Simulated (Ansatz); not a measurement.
# Si72O144, 216 atoms: time against threads and cards

Aim: measure how long a single point at HSE06 takes on Si72O144, and how the time changes with the share of the machine.

Program: Ansatz 0.2.0 (single point, HSE06, plane waves PAW). Host: AMD EPYC 7R13 (Zen 3), 96 cores, 96 hardware threads, 1656 GiB, 8 × H100 80GB HBM3, 81559 MiB; it was booked for these runs alone, one at a time. Each run is timed once from launch to exit, start-up included.

**1. What is computed**

The cell holds 216 atoms in 3231 Å³, 3×3×4 copies of a database cell, with the atoms displaced at random so that no symmetry is left.

**2. First run**

Contents of input.yaml:

```yaml
crystal:
  lattice:
    - [-7.431870, 7.431870, 10.967013]
    - [7.431870, -7.431870, 10.967013]
    - [9.909160, 9.909160, -14.622684]
  atoms:
    - { symbol: Si, position: [0.006157, -0.001745, 0.000780] }
    - { symbol: Si, position: [0.250386, 0.085533, 0.122231] }
    - { symbol: O, position: [0.123908, 0.071950, 0.084574] }
    - { symbol: O, position: [0.321707, 0.206984, 0.211130] }
    - { symbol: O, position: [0.257017, 0.042778, 0.037222] }
    - { symbol: O, position: [0.283246, 0.012540, 0.162530] }
    - { symbol: Si, position: [-0.001957, 0.000707, 0.250454] }
    - { symbol: Si, position: [0.250139, 0.081083, 0.375378] }
    - { symbol: O, position: [0.120951, 0.077730, 0.334197] }
    - { symbol: O, position: [0.323385, 0.208384, 0.462129] }
    - { symbol: O, position: [0.258755, 0.042938, 0.281125] }
    - { symbol: O, position: [0.291051, 0.008642, 0.412190] }
# [... 200 more atoms ...]
    - { symbol: O, position: [0.789677, 0.740933, 0.837512] }
    - { symbol: O, position: [0.993385, 0.876054, 0.963774] }
    - { symbol: O, position: [0.924041, 0.707326, 0.789594] }
    - { symbol: O, position: [0.961483, 0.677263, 0.912226] }
kpoints:
  mp_grid: { grid: [1, 1, 1] }
hamiltonian:
  xc: hse06
  pseudopotentials: { azcp: { folder: soft_1 } }
scf:
  occupations: { method: fixed }
output: { forces: true }
```

Command:

```bash
ansatz run input.yaml --backend cuda --devices 8 --events-out ev --progress --plain --runs-dir out
```

**3. On 1 GPU, 48 threads**

input.yaml is that of step 2.

(Steps that only read results are left out.)

**Question.** How long do these runs take on this host, and what pays? Wanted: reference; fastest over GPUs; speed-up from 1 to 8 GPUs.

The runs gave:

```
                 quantity                       value
                reference  21 s on 8 GPUs, 48 threads
        fastest over GPUs                   21 s on 1
speed-up from 1 to 8 GPUs       0.99 (12 % efficient)
```

What this shows: 8 GPUs are no faster than 1: the job is too small for them. The figures hold for this build, input and host.
